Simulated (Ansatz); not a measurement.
# H3Ti: the cost of one run

Method: def2-QZVPP, core rule «outside noble gas», up to 9 orbitals frozen; program: Ansatz 0.2.0, Gaussian basis.

The runs, in order: UHF; ROHF; CCSD(T) on UHF.

2 further runs of the same task are left out: 2 set aside as unsound or not needed.

### 1 The system

The geometry is a PBE0/def2-TZVP stationary point (not a proven minimum) of the parent state, kept for this charge and spin.

4 atoms, charge 0, spin multiplicity 4.

Atoms are counted from 1 here; the program's logs count them from 0.

Bond lengths: Ti1–H2 1.731 Å, Ti1–H3 1.731 Å, Ti1–H4 1.731 Å. Angles: H2–Ti1–H3 120.0°, H2–Ti1–H4 120.0°, H3–Ti1–H4 120.0°.

### 2 UHF

in.yaml reads:

```yaml
crystal:
  periodic: [false, false, false]
  atoms:
    - {symbol: Ti, position_ang: [0.000000, 0.000000, 0.000000]}
    - {symbol: H, position_ang: [1.731170, 0.013694, 0.006467]}
    - {symbol: H, position_ang: [-0.877440, 1.492400, -0.004533]}
    - {symbol: H, position_ang: [-0.853730, -1.506094, -0.001933]}
basis:
  gaussian: {orbitals: "def2-QZVPP.json"}
magnetization: {spin_polarized: true, initial_magnetization: 3}
hamiltonian: {xc: hf}
output: {orbitals: {seedname: orbitals}}
```

Run with:

```sh
$ ansatz run in.yaml --threads 1 --pin off --events-out ev --progress --plain --max-ram 4096MiB --backend cpu
```

Q: Estimate wall time and peak memory on 1 thread of AMD EPYC 7R13, shared host.

About 55 s, with a peak of 0.41 GiB.
